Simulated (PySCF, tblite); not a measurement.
# CH10O2Si3: geometry, infrared bands and NMR shifts

What infrared bands and NMR shifts should CH10O2Si3 (`[SiH3]CO[SiH2]O[SiH3]`) show?

Computed with tblite 0.8.0 and PySCF 2.14.0, with density-fitted response routines of our own, on a single molecule in the gas phase. Atoms are numbered from 0 throughout.

## (1) The molecule as given

16 atoms, charge 0, multiplicity 1; geometry from: force field or distance geometry start.

Bonds of the start (Å): Si0–C1 1.89, C1–O2 1.42, O2–Si3 1.67, Si3–O4 1.65, O4–Si5 1.66, Si0–H6 1.48, Si0–H7 1.48, Si0–H8 1.49, C1–H9 1.11, C1–H10 1.09, Si3–H11 1.49, Si3–H12 1.48, Si5–H13 1.48, Si5–H14 1.48, Si5–H15 1.48.

## (2) Relaxing the molecule with GFN2-xTB

Job settings and geometry (Å):

```
{"job": {"kind": "relax", "xc": "GFN2-xTB", "basis": "xTB"}, "charge": 0, "multiplicity": 1}
Si     3.203500    -0.121800    -0.738700
C      1.482400    -0.306300     0.019800
O      0.831400     0.905400     0.386300
Si    -0.686900     0.836600     1.067900
O     -1.731200     0.040200     0.077100
Si    -3.346400    -0.316900     0.004400
H      4.126500     0.563900     0.198500
H      3.763700    -1.455800    -1.043200
H      3.134000     0.652900    -2.004300
H      1.598000    -0.933800     0.931300
H      0.868100    -0.865700    -0.692700
H     -0.588100     0.082200     2.354600
H     -1.184400     2.201100     1.348800
H     -3.620600    -1.105700    -1.218900
H     -3.721000    -1.105400     1.201200
H     -4.136500     0.937800    -0.004300
```

The run is started by

```console
OMP_NUM_THREADS=1 python probes_run.py task.json out
```

One launch serves the whole session: the jobs run in the order shown.

**Question.** This job is followed by: GFN2-xTB harmonic vibrations, gas phase; GIAO PBE0/pcSseg-1 NMR shielding, non-relativistic, gas phase. What will the session give for the following? strongest single infrared mode (GFN2-xTB); zero-point energy (GFN2-xTB); 13C shifts against TMS (PBE0/pcSseg-1); 1H shifts against TMS (PBE0/pcSseg-1, means over atoms taken as alike); 29Si shifts against TMS (PBE0/pcSseg-1); 17O shifts against H2O (PBE0/pcSseg-1).

**Answer**, as computed:

```
                                                              quantity                       value
                             strongest single infrared mode (GFN2-xTB)       1093 cm⁻¹, 454 km/mol
                                          zero-point energy (GFN2-xTB)               62.8 kcal/mol
                                13C shifts against TMS (PBE0/pcSseg-1)                    51.2 ppm
1H shifts against TMS (PBE0/pcSseg-1, means over atoms taken as alike)  5.25, 4.79, 4.06, 4.03 ppm
                               29Si shifts against TMS (PBE0/pcSseg-1)     -40.9, -44.7, -72.1 ppm
                                17O shifts against H2O (PBE0/pcSseg-1)              33.9, 29.1 ppm
```

**Reading.** The optimisation took 189 steps and gained 0.370 eV; among the close pairs (by a distance rule), O2–Si3 changed most, from 1.666 to 1.615 Å. No mode is imaginary among the 42: a minimum at this level. The strongest single mode, at 1093 cm⁻¹, moves mainly O4. Unscaled tight-binding wavenumbers are off by several per cent, some by more. Its intensities can rank the bands wrongly. At PBE0/pcSseg-1: Shielding is most anisotropic at O2 (span 140 ppm, paramagnetic term -92 ppm).
